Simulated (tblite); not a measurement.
# C7H13GeN: the cost of one run

Computed with tblite 0.8.0 and PySCF 2.14.0, with density-fitted response routines of our own, on a single molecule in the gas phase. Atoms are numbered from 0 throughout.

### 1 The molecule as given

22 atoms, charge 0, multiplicity 1; geometry from: force field or distance geometry start.

Bonds of the start (Å): C0–C1 1.34, C1–Ge2 1.95, Ge2–C3 1.97, Ge2–N4 1.84, N4–C5 1.44, C5–C6 1.47, C6–C7 1.22, C7–C8 1.47, C0–H9 1.11, C0–H10 1.08, C1–H11 1.07, Ge2–H12 1.54, C3–H13 1.10, C3–H14 1.12, C3–H15 1.12, N4–H16 1.03, C5–H17 1.13, C5–H18 1.10, C8–H19 1.11, C8–H20 1.10, C8–H21 1.12.

### 2 Relaxing the molecule with GFN2-xTB

What the job is given:

```
{"job": {"kind": "relax", "xc": "GFN2-xTB", "basis": "xTB"}, "charge": 0, "multiplicity": 1}
C     -3.273800     0.027700     1.634900
C     -2.537000     1.022400     1.121100
Ge    -0.953400     0.507000     0.113000
C     -1.639000     0.103700    -1.690000
N     -0.251200    -0.970300     0.963300
C      0.768700    -1.645000     0.212300
C      1.893200    -0.742600    -0.051100
C      2.843300    -0.006400    -0.261500
C      3.998900     0.875700    -0.506800
H     -4.187900     0.234800     2.227800
H     -2.954900    -0.985300     1.431300
H     -2.763500     2.056800     1.267600
H      0.006500     1.711800     0.051200
H     -0.848300    -0.327700    -2.328200
H     -2.082800     1.034500    -2.129900
H     -2.444600    -0.667700    -1.549100
H      0.043000    -0.781100     1.936700
H      1.107200    -2.568500     0.776800
H      0.418200    -2.027900    -0.759300
H      4.800800     0.530300     0.183000
H      3.655100     1.903800    -0.301200
H      4.391200     0.733300    -1.545000
```

Started as:

```
$ OMP_NUM_THREADS=1 python probes_run.py task.json out
```

The driver reads the jobs from task.json and runs them one after another.

Q: Estimate the wall time of this first job on 1 thread of Intel Xeon at 2.50GHz, shared host.

About 4.1 s.
